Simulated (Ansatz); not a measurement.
# H6O2SSi2: the cost of one run

Program: Ansatz 0.2.0, driven from Python. Level of theory: MP2/def2-SVP. These are calculated values, not measurements.

### 1 Starting point

Bond lengths: O1–Si2 1.602 Å, Si2–O3 1.634 Å, Si2–S4 2.165 Å, S4–Si5 2.128 Å, O1–H6 0.993 Å, Si2–H7 1.473 Å, O3–H8 0.968 Å, Si5–H9 1.457 Å, Si5–H10 1.453 Å, Si5–H11 1.549 Å. Angles (14 of 15 angles, heavy atoms first): O1–Si2–O3 109.8°, O1–Si2–S4 106.7°, O3–Si2–S4 104.7°, Si2–S4–Si5 95.5°, O1–Si2–H7 110.3°, O3–Si2–H7 112.9°, S4–Si2–H7 112.2°, Si2–O1–H6 112.9°, Si2–O3–H8 115.5°, S4–Si5–H9 109.9°, S4–Si5–H10 108.4°, S4–Si5–H11 109.3°, H9–Si5–H10 112.1°, H9–Si5–H11 111.4°.

No structure file is read: the coordinates are typed or built in the script.

### 2 Script

Contents of ip.py:

```python
from dataclasses import dataclass

import ansatz as az


@dataclass(frozen=True)
class Settings:
    basis_set: str = "def2-SVP"
    method: str = "mp2"


opts = Settings()


def total_energy(molecule, charge=0, unpaired=0):
    calc = molecule.calculation().basis(gaussian=opts.basis_set).correlation(opts.method)
    if charge:
        calc = calc.charge(charge)
    if unpaired:
        calc = calc.spin("collinear", total=unpaired)
    report = calc.run().report
    if report["published_state_doubts"]:
        print("  doubts:", report["published_state_doubts"])
    return report["free_energy_ev"]

GEOMETRY = """
O    -2.11060    1.38080    0.49800
Si   -0.96140    0.49100   -0.17540
O    -1.63220   -0.76600   -0.97470
S     0.14850   -0.41940    1.44510
Si    1.99940   -0.51130    0.39970
H    -2.74840    1.75500   -0.16460
H    -0.10550    1.32650   -1.03560
H    -2.00290   -1.46500   -0.41650
H     2.41570    0.82960    0.00970
H     2.97830   -1.15940    1.25590
H     1.84420   -1.43480   -0.83360
"""


def main() -> None:
    system = az.Crystal.molecule()
    for line in GEOMETRY.strip().splitlines():
        symbol, *xyz = line.split()
        system = system.atom(symbol, [float(v) for v in xyz])

    parent = total_energy(system, 0, 0)
    cation = total_energy(system, 1, 1)
    print(f"E(N)   = {parent:.5f} eV")
    print(f"E(N-1) = {cation:.5f} eV  (1 unpaired)")
    print(f"vertical ionisation energy {cation - parent:.3f} eV")


if __name__ == "__main__":
    main()
```

### 3 The run

The run is started by

```console
> python ip.py
```

What time and memory should one allow on 1 thread of Arm Neoverse V1, shared host?

About 10 s, with a peak of 0.38 GiB.
